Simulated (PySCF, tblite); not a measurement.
# Si₆NH₁₅: geometry, infrared bands and NMR shifts

Aim: predict the infrared bands and NMR shifts of Si₆NH₁₅ (`[SiH3]N[SiH2][Si@H]([SiH3])[SiH2][SiH3]`).

Computed with tblite 0.8.0 and PySCF 2.14.0, with density-fitted response routines of our own, on a single molecule in the gas phase. Atoms count from 0, in the outputs and in this text.

**1. The molecule as given**

22 atoms, charge 0, multiplicity 1; geometry from: force field or distance geometry start.

Bonds of the start (Å): Si0–N1 1.71, N1–Si2 1.69, Si2–Si3 2.28, Si3–Si4 2.28, Si3–Si5 2.28, Si5–Si6 2.29, Si0–H7 1.48, Si0–H8 1.48, Si0–H9 1.47, N1–H10 1.01, Si2–H11 1.49, Si2–H12 1.47, Si3–H13 1.51, Si4–H14 1.48, Si4–H15 1.48, Si4–H16 1.49, Si5–H17 1.49, Si5–H18 1.50, Si6–H19 1.48, Si6–H20 1.48, Si6–H21 1.49.

**2. Optimising the geometry with GFN2-xTB**

Job settings and geometry (Å):

```
{"job": {"kind": "relax", "xc": "GFN2-xTB", "basis": "xTB"}, "charge": 0, "multiplicity": 1}
Si     3.274900     1.300300    -0.173600
N      1.804700     1.395400    -1.043700
Si     1.127100    -0.138200    -1.275800
Si    -0.027600    -0.981900     0.493700
Si    -1.143500    -2.807900    -0.305300
Si    -1.574100     0.532900     1.199900
Si    -2.826900     1.239300    -0.588000
H      3.032000     0.699600     1.158700
H      3.758000     2.686800    -0.020700
H      4.242400     0.530700    -0.963600
H      1.997300     1.823200    -1.934000
H      0.153800     0.064600    -2.382100
H      2.139700    -1.070100    -1.779700
H      0.899600    -1.373900     1.613000
H     -1.990600    -3.403700     0.749800
H     -0.181900    -3.825500    -0.787700
H     -2.016200    -2.398600    -1.437900
H     -2.445600    -0.104100     2.229700
H     -0.895600     1.690200     1.867500
H     -3.478000     0.064800    -1.212200
H     -1.977300     1.903500    -1.599900
H     -3.882400     2.192200    -0.146200
```

Command:

```sh
> OMP_NUM_THREADS=1 python probes_run.py task.json out
```

The driver reads the jobs from task.json and runs them one after another.

**Question.** This job is followed by: GFN2-xTB harmonic vibrations, gas phase; GIAO PBE0/pcSseg-1 NMR shielding, non-relativistic, gas phase. What will the session give for the following? strongest single infrared mode (GFN2-xTB); zero-point energy (GFN2-xTB); ¹H shifts against TMS (PBE0/pcSseg-1, means over atoms taken as alike); ²⁹Si shifts against TMS (PBE0/pcSseg-1); ¹⁵N shifts against NH3 (PBE0/pcSseg-1).

As calculated:

| quantity | value |
| --- | --- |
| strongest single infrared mode (GFN2-xTB) | 2203 cm⁻¹, 598 km/mol |
| zero-point energy (GFN2-xTB) | 80.3 kcal/mol |
| ¹H shifts against TMS (PBE0/pcSseg-1, means over atoms taken as alike) | 5.31, 5.02, 4.68, 3.78, 3.71, 3.66, 3.56, 3.52, -0.73 ppm |
| ²⁹Si shifts against TMS (PBE0/pcSseg-1) | -42.3, -55.2, -113.7, -114.8, -120.4, -140.0 ppm |
| ¹⁵N shifts against NH3 (PBE0/pcSseg-1) | -6.5 ppm |

What this shows: The optimisation took 223 steps and gained 0.542 eV; among the close pairs (by a distance rule), Si3–Si5 changed most, from 2.277 to 2.345 Å. The lowest mode is imaginary (32i cm⁻¹), so the xTB geometry is not a minimum. The strongest single mode, at 2203 cm⁻¹, moves mainly H9. Unscaled tight-binding wavenumbers are off by several per cent, some by more. Its intensities can rank the bands wrongly. At PBE0/pcSseg-1: The widest tensor belongs to Si2: span 133 ppm, with a paramagnetic part of -489 ppm.
